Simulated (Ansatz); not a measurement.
# Sr5AlO2: the cost of one run

Method: DFT PBE, scalar-relativistic, plane waves, PAW, unless a step names another level, in Ansatz 0.2.0.

16 further runs of the same task are left out: 16 set aside as unsound or not needed. Runs told in other sessions of the task aren't counted.

**1. Plan**

Pauling electronegativities: Sr 0.95, Al 1.61, O 3.44 (spread 2.49). No set of common oxidation states balances it. Tabulated atomic sizes suggest about 22 Å³/atom. 28 candidates were drawn, by swapping species into database cells of other compounds, at random by space group and Wyckoff sites, or by hand, as the table says:

```tsv
name	made from	space group no.	Wyckoff sites	atoms (primitive cell)	V (Å³/atom)
c01	random	191	Sr 3g, 2c; Al 1b; O 2e	8	27.2
c02	database cell of Tb2Mg5Ag	166	Sr 6c, 6c, 3b; Al 3a; O 6c	8	27.4
c03	random	123	Sr 4j, 1a; Al 1d; O 2e	8	22.5
c04	random	83	Sr 4k, 1c; Al 1a; O 2h	8	25.6
c05	built by hand: Layered rocksalt-metal (111) intergrowth	164	Sr 1b, 2d, 2d; Al 1a; O 2d	8	22.2
c06	random	166	Sr 6c, 9d; Al 3b; O 6c	8	26.8
c07	built by hand: Sheared antiperovskite intergrowth	65	Sr 4j, 4i, 2c; Al 2a; O 4j	8	22.1
c08	built by hand: Layered rocksalt-metal (001) intergrowth	123	Sr 2h, 1d, 2g; Al 1a; O 2h	8	22.1
c09	random	191	Sr 4h, 1b; Al 1a; O 2e	8	23.9
c10	random	65	Sr 8m, 2c; Al 2b; O 4i	8	25.8
c11	random	187	Sr 3j, 2h; Al 1b; O 1f, 1d	8	25.5
c12	random	216	Sr 16e, 4b; Al 4c; O 4a, 4d	8	28.3
c13	built by hand: Ordered W5Si3 (Nb5SiSn2-like)	140	Sr 16k, 4b; Al 4a; O 8h	16	22.1
c14	random	183	Sr 2b, 3c; Al 1a; O 2b	8	26.5
c15	database cell of NaLi5N2	6	Sr 1a, 1b, 1b, 1a, 1a; Al 1b; O 1b, 1a	8	24.4
c16	random	191	Sr 4h, 1b; Al 1a; O 2c	8	25.3
c17	random	111	Sr 4n, 1b; Al 1d; O 2f	8	24.2
c18	database cell of Li2BiF5	87	Sr 8h, 2b; Al 2a; O 4d	8	25.9
c19	random	187	Sr 1d, 2h, 1e, 1f; Al 1b; O 2i	8	22.4
c20	random	191	Sr 4h, 1a; Al 1b; O 2d	8	23.6
c21	random	189	Sr 3g, 2c; Al 1a; O 2e	8	22.2
c22	random	216	Sr 16e, 4c; Al 4b; O 4d, 4a	8	25.4
c23	database cell of LuAl2Pd5	139	Sr 8g, 2b; Al 2a; O 4e	8	22.7
c24	random	123	Sr 4l, 1d; Al 1c; O 2g	8	27.3
c25	random	187	Sr 3j, 1f, 1d; Al 1e; O 2g	8	22.2
c26	built by hand: Ordered Cr5B3	140	Sr 4c, 16l; Al 4a; O 8h	16	22.1
c27	random	191	Sr 3f, 2e; Al 1b; O 2d	8	23.0
c28	database cell of NaLi5N2	123	Sr 4i, 1a; Al 1d; O 1c, 1b	8	20.6
```

**2. Screening run of c06**

File input.yaml:

```yaml
crystal:
  lattice:
    - [3.33856242, 1.92751991, 5.5498953]
    - [-3.33856242, 1.92751991, 5.5498953]
    - [0.0, -3.85503982, 5.5498953]
  atoms:
    - { symbol: Sr, position: [0.2711583, 0.2711583, 0.2711583] }
    - { symbol: Sr, position: [0.7288417, 0.7288417, 0.7288417] }
    - { symbol: Sr, position: [0.0, 0.0, 0.5] }
    - { symbol: Sr, position: [0.5, 0.0, 0.0] }
    - { symbol: Sr, position: [0.0, 0.5, 0.0] }
    - { symbol: Al, position: [0.5, 0.5, 0.5] }
    - { symbol: O, position: [0.59664132, 0.59664132, 0.59664132] }
    - { symbol: O, position: [0.40335868, 0.40335868, 0.40335868] }
basis:
  ecutwfc: 420
kpoints:
  mp_grid: { grid: [3, 3, 3] }
hamiltonian:
  xc: pbe
scf:
  occupations: { method: gaussian, width: 0.2 }
  lower_state_search: "off"
output:
  forces: true
  stress: true
  eigenvalues: true
relax:
  adjacent_minimum: "off"
  f_tol: 0.08
  max_steps: 16
  cell: { stress_tol: 0.8 }
```

On the command line:

```console
$ ansatz run input.yaml --threads 1 --pin off --max-ram 2560MiB --backend cpu --events-out ev --progress --plain --runs-dir out
```

**Question.** How long does this run take on 1 thread of AMD EPYC 7R43 (Zen 3), shared host, and how much memory does it need?

About 50 s, with a peak of 0.64 GiB.
